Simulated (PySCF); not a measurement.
# C₆H₅FOS: electronic excitations

Wanted: the electronic excitations of C₆H₅FOS (`C#CC1=CC[C@@H](F)[S@@]1=O`), by calculation.

Computed with PySCF 2.14.0, with density-fitted response routines of our own, on a single molecule in the gas phase. Atoms count from 0, in the outputs and in this text.

## (1) The molecule as given

14 atoms, charge 0, multiplicity 1; geometry from: GFN2-xTB.

Bonds of the start (Å): C0–C1 1.20, C1–C2 1.40, C2–C3 1.33, C3–C4 1.49, C4–C5 1.52, C5–F6 1.37, C5–S7 1.89, S7–O8 1.46, S7–C2 1.84, C0–H9 1.05, C3–H10 1.08, C4–H11 1.09, C4–H12 1.09, C5–H13 1.09.

## (2) Excited states and response: PBE0/def2-SVPD

Job settings and geometry (Å):

```
{"job": {"kind": "uv", "xc": "PBE0", "basis": "def2-SVPD", "nstates": 8, "ntriplets": 3}, "charge": 0, "multiplicity": 1}
C      3.313085    -0.899630    -0.152060
C      2.151465    -0.607641    -0.047341
C      0.805588    -0.236571     0.001118
C     -0.076950    -0.429509     0.975662
C     -1.465461     0.068708     0.744829
C     -1.417671     1.017784    -0.441796
F     -1.238799     2.310779    -0.019817
S      0.086718     0.575945    -1.488139
O     -0.357103    -0.515848    -2.350735
H      4.324759    -1.167840    -0.219405
H      0.159050    -0.933840     1.900532
H     -1.850150     0.591768     1.624215
H     -2.131508    -0.772193     0.531672
H     -2.303700     0.997615    -1.080901
```

Method: TDDFT PBE0/def2-SVPD, vertical, gas phase, core orbitals frozen in the response.

Started as:

```bash
> OMP_NUM_THREADS=1 python probes_run.py task.json out
```

The driver reads the jobs from task.json and runs them one after another.

Predict these results of the whole session: lowest singlet (PBE0/def2-SVPD); brightest single state of those computed; lowest triplet; surface potential, 1st and 99th percentile.

**Answer**, as computed:

| quantity | value |
| --- | --- |
| lowest singlet (PBE0/def2-SVPD) | 4.15 eV (299 nm), f = 0.001 |
| brightest single state of those computed | state 4, 5.43 eV, f = 0.113 |
| lowest triplet | 3.28 eV |
| surface potential, 1st and 99th percentile | -1.84 V and 1.49 V |

**Reading.** The lowest singlet, at 4.15 eV, is HOMO→LUMO 0.97 and is dark; of the 8 states computed, the strongest absorption comes from state 4 at 5.43 eV. The lowest triplet lies 0.87 eV below the lowest singlet (triplets in Tamm-Dancoff, singlets in full TDDFT). By nearest atom (PBE0/def2-SVPD), the HOMO sits on O8 52 %; S7 27 % and the LUMO on C3 30 %; C2 20 %.
